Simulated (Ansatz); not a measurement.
**C₂HClF₂Ti: basis-set convergence**

An exercise on one series of results from a longer session: the logs are not shown, and one member is left open.

Computed with Ansatz 0.2.0, Gaussian basis. Level: one geometry, several basis sets.

Plan: PBE0-D4/def2-SVP; ωB97M-V/def2-SVP; PBE0-D4/def2-QZVPP; ωB97M-V/def2-QZVPP; the functionals' def2-TZVPP values are taken from earlier runs.

**The geometry**

The geometry comes from an earlier relaxation with PBE0-D4 in a triple-zeta def2 set; it is a stationary point, not always the lowest conformer.

SMILES `C#[C][Ti]([F])([F])[Cl]`, 7 atoms, charge 0, spin multiplicity 1.

Atoms are counted from 1 here; the program's logs count them from 0.

Bond lengths: C1–C2 1.214 Å, C1–H7 1.067 Å, C2–Ti3 2.001 Å, Ti3–F4 1.736 Å, Ti3–F5 1.736 Å, Ti3–Cl6 2.173 Å. Angles: C2–C1–H7 179.9°, C1–C2–Ti3 179.1°, C2–Ti3–F4 108.4°, C2–Ti3–F5 108.4°, C2–Ti3–Cl6 107.5°, F4–Ti3–F5 110.4°, F4–Ti3–Cl6 111.0°, F5–Ti3–Cl6 111.0°.

Coordinates:

```
C     1.27690   -1.60103    0.54768
C     0.54694   -0.69266    0.20707
Ti   -0.65446    0.79444   -0.38239
F    -2.09741    0.10028   -1.05266
F     0.18106    1.73113   -1.58146
Cl   -1.11054    1.99921    1.36798
H     1.91871   -2.39938    0.84808
```

Set-up of the first run:

The input, in.yaml:

```yaml
crystal:
  periodic: [false, false, false]
  atoms:
    - {symbol: C, position_ang: [1.276903, -1.601033, 0.547675]}
    - {symbol: C, position_ang: [0.546942, -0.692655, 0.207072]}
    - {symbol: Ti, position_ang: [-0.654455, 0.794441, -0.382392]}
    - {symbol: F, position_ang: [-2.097414, 0.100278, -1.052661]}
    - {symbol: F, position_ang: [0.181061, 1.731133, -1.581461]}
    - {symbol: Cl, position_ang: [-1.110542, 1.999212, 1.367982]}
    - {symbol: H, position_ang: [1.918705, -2.399375, 0.848085]}
basis:
  gaussian: {orbitals: def2-SVP}
hamiltonian: {xc: pbe0, dispersion: d4}
output: {orbitals: {seedname: orbitals}}
```

Steps of the session up to this table: PBE0-D4 in def2-SVP; ωB97M-V in def2-SVP; PBE0-D4 in def2-QZVPP; ωB97M-V in def2-QZVPP.

One table of the session follows, with a row left open; its other results are not shown here.

It belongs to the step «Density functionals: the series». 

| functional | basis | HOMO (eV) | LUMO (eV) |
| --- | --- | --- | --- |
| PBE0-D4 | def2-SVP | -8.84 | -3.58 |
| PBE0-D4 | def2-TZVPP | -8.88 | -3.54 |
| PBE0-D4 | def2-QZVPP | -8.88 | -3.54 |
| ωB97M-V | def2-SVP | ? | ? |
| ωB97M-V | def2-TZVPP | -11.06 | -1.40 |
| ωB97M-V | def2-QZVPP | -11.07 | -1.41 |

Q: Estimate the row for ωB97M-V, def2-SVP from the others.

**Answer.** HOMO (eV): -10.98; LUMO (eV): -1.39. In the column «HOMO (eV)» it lies between ωB97M-V, def2-TZVPP (-11.06) and PBE0-D4, def2-TZVPP (-8.88).
